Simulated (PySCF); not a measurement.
**Bi⁺: excitation energy in aug-cc-pwCVTZ-DK3**

Each state of bismuth is computed at each level; their differences give the excitation energy. How far do the methods differ?

Program: PySCF 2.14.0. Level of theory: unrestricted determinants in a Gaussian basis, no spin-orbit coupling in the energies. These are calculated values, not measurements, unless marked.

**1. The system**

* Element: bismuth (Z = 83)
* Basis: aug-cc-pwCVTZ-DK3 (11s10p8d5f1g, 125 functions)
* Hamiltonian: the spin-free X2C one-electron Hamiltonian (Gaussian nucleus)
* State 1: Bi⁺: [Xe] 4f14 5d10 6s2 6p1 6d1, one real determinant (an excited configuration)
* Needed too, but not shown: Bi⁺ [Xe] 4f14 5d10 6s2 6p2 (3P)
* Methods: CCSD(T)
* Core shells frozen in the correlated runs: valence: [Xe] 4f14 5d10 (for Bi⁺)

Outer shells as boxes (Hund's rule):

Bi+ [Xe] 4f14 5d10 6s2 6p1 6d1
```
[Xe] core
4f [↑↓][↑↓][↑↓][↑↓][↑↓][↑↓][↑↓]
5d [↑↓][↑↓][↑↓][↑↓][↑↓]
6s [↑↓]
6p [↑ ][  ][  ]
6d [↑ ][  ][  ][  ][  ]
```

The runs were made by one driver on top of PySCF. The scripts below sum up each run's settings (the driver also hands on starting orbitals that pick excited configurations, and frozen orbitals as a list rather than a count), and the logs come from the driver's own runs. The driver starts from symmetry-adapted Hartree-Fock orbitals, holds the occupation by maximum overlap and uses a logarithmic radial grid for functionals, so a plain start would take other cycles.

The integrals over 125 functions and the set-up took 33 s of CPU time.

**2. Bi⁺ [Xe] 4f14 5d10 6s2 6p1 6d1, at CCSD(T) (valence)**

#### CCSD(T) (valence)

input.py reads:

```python
from pyscf import gto, scf, dft, mp, cc
import basis_set_exchange as bse
mol = gto.M(atom="Bi 0 0 0", charge=1, spin=2, symmetry="D2h",
            basis=gto.basis.parse(bse.get_basis("aug-cc-pwCVTZ-DK3", elements=["Bi"], fmt="nwchem")),
            nucmod="G")
mf = scf.UHF(mol).sfx2c1e()
mf.irrep_nelec = {'Ag': (12, 12), 'B1g': (3, 3), 'B2g': (4, 3), 'B3g': (3, 3), 'Au': (1, 1), 'B1u': (6, 6), 'B2u': (7, 6), 'B3u': (6, 6)}
mf.kernel()
mycc = cc.CCSD(mf, frozen=39).run()
mycc.ccsd_t()
```

Q: Predict the outcome of this session.

The runs gave:

```
                                           quantity                                  value
excitation energy, Bi⁺ → [Xe] 4f14 5d10 6s2 6p1 6d1  UHF 9.139, CCSD(T) (valence) 8.598 eV
```

Accuracy by level (over 1 difference):

```csv
method,mean absolute miss against CCSD(T) (valence) (eV)
UHF,0.541
MP2 (valence),0.472
SCS-MP2 (valence),0.478
CCSD (valence),0.143
CCSD(T) (valence),0.000
```

In words: The methods span 0.541 eV, from CCSD(T) (valence) (8.598) to UHF (9.139). No reference value is at hand in this session. All values hold for this basis alone; no basis-set limit was taken.
